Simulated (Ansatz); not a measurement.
**C₄H₆Si: one species, many methods**

One table from this session's results is given with a row withheld; the runs are named, their logs left out.

Computed with Ansatz 0.2.0, Gaussian basis. Level: functionals in def2-TZVPP, the program's frozen cores in correlated methods.

The runs, in order: PBE-D4, r2SCAN-D4, PBE0-D4, B3LYP-D4, ωB97X-V, ωB97M-V, B2PLYP; CCSD(T)/def2-TZVPP; MP2/def2-QZVPP; extrapolation to the limit.

### Structure used throughout

The geometry comes from an earlier relaxation with PBE0-D4 in a triple-zeta def2 set; it is a stationary point, not always the lowest conformer.

SMILES `C#C/C=C\[SiH3]`, 11 atoms, charge 0, spin multiplicity 1.

Atoms are counted from 1 here; the program's logs count them from 0.

Bond lengths: C1–C2 1.204 Å, C1–H6 1.064 Å, C2–C3 1.417 Å, C3–C4 1.340 Å, C3–H7 1.088 Å, C4–Si5 1.868 Å, C4–H8 1.087 Å, Si5–H9 1.486 Å, Si5–H10 1.486 Å, Si5–H11 1.487 Å. Angles: C2–C1–H6 179.8°, C1–C2–C3 179.9°, C2–C3–C4 123.3°, C2–C3–H7 115.9°, C4–C3–H7 120.8°, C3–C4–Si5 123.6°, C3–C4–H8 117.0°, Si5–C4–H8 119.3°, C4–Si5–H9 110.8°, C4–Si5–H10 110.8°, C4–Si5–H11 108.6°, H9–Si5–H10 108.8°, H9–Si5–H11 109.0°, H10–Si5–H11 108.9°.

Set-up of the first run:

in.yaml reads:

```yaml
crystal:
  periodic: [false, false, false]
  atoms:
    - {symbol: C, position_ang: [0.469441, 2.059012, 1.313886]}
    - {symbol: C, position_ang: [0.623965, 0.875918, 1.155532]}
    - {symbol: C, position_ang: [0.804532, -0.517034, 0.966124]}
    - {symbol: C, position_ang: [0.245850, -1.201791, -0.041204]}
    - {symbol: Si, position_ang: [-0.849678, -0.423896, -1.339347]}
    - {symbol: H, position_ang: [0.330817, 3.105267, 1.451617]}
    - {symbol: H, position_ang: [1.435523, -1.018288, 1.697449]}
    - {symbol: H, position_ang: [0.453258, -2.267789, -0.088317]}
    - {symbol: H, position_ang: [-2.044845, 0.200231, -0.714650]}
    - {symbol: H, position_ang: [-0.108603, 0.615986, -2.099631]}
    - {symbol: H, position_ang: [-1.294859, -1.484618, -2.280859]}
basis:
  gaussian: {orbitals: def2-TZVPP}
hamiltonian: {xc: pbe, dispersion: d4}
output: {forces: true, orbitals: {seedname: orbitals}}
```

Command:

```
> ansatz run in.yaml --threads 4 --pin off --events-out ev --progress --plain --max-ram 10444MiB
```

Among the steps run: PBE-D4 (GGA); r2SCAN-D4 (meta-GGA); PBE0-D4 (hybrid); B3LYP-D4 (hybrid); ωB97X-V (range-separated); ωB97M-V (range-separated); B2PLYP (double hybrid); CCSD(T) in def2-TZVPP; MP2 in def2-QZVPP.

One of the session's tables, all rows but one given; the rest of the session is left out.

| method | atomisation energy (kJ/mol) |
| --- | --- |
| PBE-D4 | 4551.3 |
| r2SCAN-D4 | 4459.0 |
| PBE0-D4 | 4470.6 |
| B3LYP-D4 | 4455.8 |
| ωB97X-V | 4441.5 |
| ωB97M-V | 4452.1 |
| B2PLYP | 4413.2 |
| HF/def2-TZVPP | 3296.8 |
| MP2/def2-TZVPP | 4412.8 |
| CCSD/def2-TZVPP | 4257.3 |
| CCSD(T)/def2-TZVPP | 4331.9 |
| MP2/CBS | ? |
| CCSD(T)/CBS | 4439.5 |

**Question.** Estimate the row for MP2/CBS.

As computed: atomisation energy (kJ/mol): 4520.4. In the column «atomisation energy (kJ/mol)» it lies between PBE0-D4 (4470.6) and PBE-D4 (4551.3).

Among the levels timed on like hardware and quicker than the yardstick, those that no quicker one beats, quickest first: PBE-D4 (2.6 s, +111.9 kJ/mol); PBE0-D4 (2.9 s, +31.2 kJ/mol); B3LYP-D4 (4.8 s, +16.4 kJ/mol); ωB97X-V (7.5 s, +2.0 kJ/mol).

B2PLYP carry no dispersion term (for B3LYP, D4 adds 37.6 kJ/mol).

To keep in mind: Free atoms (4 C, 1 Si, 6 H) were run apart at each level; the atomisation energy is their sum less the molecule, without zero-point or spin-orbit terms.
